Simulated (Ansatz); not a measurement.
# FH₂SbSe: one species, many methods

One table from this session's results is given with a row withheld; the runs are named, their logs left out.

Method: functionals in def2-TZVPP, the program's frozen cores in correlated methods; program: Ansatz 0.2.0, Gaussian basis.

The runs, in order: LDA (SPW92), PBE-D4, revPBE-D4, BLYP-D4, r2SCAN-D4, B97M-V, PBE0-D4, B3LYP-D4, r2SCANh-D4, r2SCAN0-D4, HSE06-D4, BHLYP-D4, CAM-B3LYP-D4, LC-ωPBE, ωB97X-V, ωB97M-V, B2PLYP, PBE-QIDH; CCSD(T)/def2-SVP; CCSD(T)/def2-TZVPP; MP2/def2-QZVPP; extrapolation to the limit; RPA on PBE.

### The geometry

The geometry comes from an earlier relaxation with PBE0-D4 in a triple-zeta def2 set; it is a stationary point. Sb takes the def2 core potential; no spin-orbit term is included.

SMILES `[F][SbH][SeH]`, 5 atoms, charge 0, spin multiplicity 1.

Atoms are counted from 1 here; the program's logs count them from 0.

Bond lengths: F1–Sb2 1.922 Å, Sb2–Se3 2.540 Å, Sb2–H4 1.715 Å, Se3–H5 1.468 Å. Angles: F1–Sb2–Se3 99.4°, F1–Sb2–H4 92.2°, Se3–Sb2–H4 92.9°, Sb2–Se3–H5 94.4°.

Set-up of the first run:

Contents of in.yaml:

```yaml
crystal:
  periodic: [false, false, false]
  atoms:
    - {symbol: F, position_ang: [-1.483030, -0.388225, 1.284420]}
    - {symbol: Sb, position_ang: [-1.097015, 0.176393, -0.511975]}
    - {symbol: Se, position_ang: [1.121494, 1.347010, -0.110457]}
    - {symbol: H, position_ang: [-0.341771, -1.316473, -0.888093]}
    - {symbol: H, position_ang: [1.850222, 0.107696, 0.184606]}
basis:
  gaussian: {orbitals: def2-TZVPP}
hamiltonian: {xc: lda}
output: {orbitals: {seedname: orbitals}}
```

Command:

```bash
$ ansatz run in.yaml --threads 2 --pin off --events-out ev --progress --plain --max-ram 4352MiB
```

Among the steps run: LDA; PBE-D4 (GGA); revPBE-D4 (GGA); BLYP-D4 (GGA); r2SCAN-D4 (meta-GGA); B97M-V (meta-GGA); PBE0-D4 (hybrid); B3LYP-D4 (hybrid); r2SCANh-D4 (hybrid); r2SCAN0-D4 (hybrid); HSE06-D4 (hybrid); BHLYP-D4 (hybrid); CAM-B3LYP-D4 (range-separated); LC-ωPBE (range-separated); ωB97X-V (range-separated); ωB97M-V (range-separated); B2PLYP (double hybrid); PBE-QIDH (double hybrid).

One of the session's tables, all rows but one given; the rest of the session is left out.

It belongs to the step «Orbital energies across the functionals». 

| functional | HOMO (eV) | LUMO (eV) | gap (eV) |
| --- | --- | --- | --- |
| LDA (SPW92) | -6.47 | -2.48 | 3.99 |
| PBE-D4 | -6.30 | -2.23 | 4.07 |
| revPBE-D4 | -6.24 | -2.13 | 4.11 |
| BLYP-D4 | -6.12 | -2.13 | 3.99 |
| r2SCAN-D4 | -6.59 | -2.03 | 4.56 |
| B97M-V | -6.62 | -2.05 | 4.56 |
| PBE0-D4 | -7.45 | -1.47 | 5.97 |
| B3LYP-D4 | -7.19 | -1.70 | 5.49 |
| r2SCANh-D4 | -7.00 | -1.76 | 5.25 |
| r2SCAN0-D4 | -7.64 | -1.35 | 6.28 |
| HSE06-D4 | -7.05 | -1.84 | 5.21 |
| BHLYP-D4 | -8.43 | -0.68 | 7.75 |
| CAM-B3LYP-D4 | ? | ? | ? |
| LC-ωPBE | -10.07 | 0.59 | 10.66 |
| ωB97X-V | -9.72 | 0.49 | 10.21 |
| ωB97M-V | -9.58 | 0.30 | 9.88 |

Estimate the missing values for CAM-B3LYP-D4.

**Answer.** HOMO (eV): -8.70; LUMO (eV): -0.53; gap (eV): 8.18. In the column «HOMO (eV)» it lies between ωB97M-V (-9.58) and BHLYP-D4 (-8.43).
